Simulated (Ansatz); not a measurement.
# CH6GeSe: the cost of one run

Computed with the Python package of Ansatz 0.2.0. Level of theory: r2SCAN0/def2-SVP.

## Step 1: Starting point

Bond lengths: Ge1–C2 1.879 Å, C2–Se3 1.921 Å, Ge1–H4 1.535 Å, Ge1–H5 1.563 Å, Ge1–H6 1.588 Å, C2–H7 1.126 Å, C2–H8 1.069 Å, Se3–H9 1.536 Å. Angles: Ge1–C2–Se3 109.1°, Ge1–C2–H7 109.5°, Ge1–C2–H8 111.2°, Se3–C2–H7 108.6°, Se3–C2–H8 109.1°, H7–C2–H8 109.3°, C2–Ge1–H4 110.8°, C2–Ge1–H5 112.2°, C2–Ge1–H6 111.5°, H4–Ge1–H5 105.8°, H4–Ge1–H6 109.3°, H5–Ge1–H6 107.1°, C2–Se3–H9 94.4°.

No structure file is read: the coordinates are typed or built in the script.

## Step 2: The code

The input, ch6gese_scan.py:

```python
"""Potential curve of CH6GeSe along one bond."""

import ansatz as az
from ase import Atoms
import numpy as np

BASIS_SET = "def2-SVP"
XC = "R2SCAN0"

atoms = Atoms(["Ge", "C", "Se", "H", "H", "H", "H", "H", "H"], positions=[
    [-0.5852, 0.5957, -0.6713],
    [0.5423, -0.7709, -0.0457],
    [1.4359, -0.1689, 1.545],
    [-1.2861, 0.1719, -1.969],
    [0.204, 1.8992, -1.02],
    [-1.6793, 0.9882, 0.4108],
    [1.3183, -1.0038, -0.8272],
    [-0.0114, -1.6581, 0.1781],
    [0.15, -0.0995, 2.3821],
])
geometry = az.Crystal.molecule_from_ase(atoms)

symbols = [site.symbol for site in geometry.cartesian_sites]
start = np.array([site.position_ang for site in geometry.cartesian_sites])
axis = (start[6] - start[1]) / np.linalg.norm(start[6] - start[1])
moving = [6]
lengths, energies = [0.991, 1.036, 1.081, 1.126, 1.171, 1.216, 1.261, 1.328], []
for length in lengths:
    xyz = start.copy()
    xyz[moving] += (length - np.linalg.norm(start[6] - start[1])) * axis
    point = az.Crystal.molecule()
    for symbol, place in zip(symbols, xyz):
        point = point.atom(symbol, place.tolist())
    job = (
        point.calculation()
        .basis(gaussian=BASIS_SET)  # the orbital basis, by name
        .functional(XC)
    )
    r = job.run(threads=1, pin="off").report
    energies.append(r["free_energy_ev"])
    print(f"r = {length:6.3f} A  E = {energies[-1]:.5f} eV  <S^2> = {abs(r['mean_field']['state']['spin_squared']):.3f}")

# quartic fit about the minimum
fit = np.polynomial.Polynomial.fit(lengths, np.array(energies) - min(energies), 4).convert()
roots = [r.real for r in fit.deriv().roots() if abs(r.imag) < 1e-9 and fit.deriv(2)(r.real) > 0]
r_e = min(roots, key=lambda r: abs(r - lengths[int(np.argmin(energies))]))
print(f"minimum of the fit at {r_e:.4f} A, force constant {fit.deriv(2)(r_e):.2f} eV/A^2")
```

## Step 3: What the engine is handed

The engine receives this input (first run):

```yaml
crystal:
  periodic: [false, false, false]
  atoms:
    - { symbol: Ge, position_ang: [-0.5852, 0.5957, -0.6713] }
    - { symbol: C, position_ang: [0.5423, -0.7709, -0.0457] }
    - { symbol: Se, position_ang: [1.4359, -0.1689, 1.545] }
    - { symbol: H, position_ang: [-1.2861, 0.1719, -1.969] }
    - { symbol: H, position_ang: [0.204, 1.8992, -1.02] }
    - { symbol: H, position_ang: [-1.6793, 0.9882, 0.4108] }
    - { symbol: H, position_ang: [1.2254554463395309, -0.9759346693975216, -0.733697398600958] }
    - { symbol: H, position_ang: [-0.0114, -1.6581, 0.1781] }
    - { symbol: H, position_ang: [0.15, -0.0995, 2.3821] }
basis:
  gaussian:
    orbitals: def2-SVP
hamiltonian:
  xc: r2scan0
```

## Step 4: Launch

On the command line:

```console
$ python ch6gese_scan.py
```

What time and memory should one allow on 1 thread of Arm Neoverse V1, shared host?

About 62 s, with a peak of 0.34 GiB.
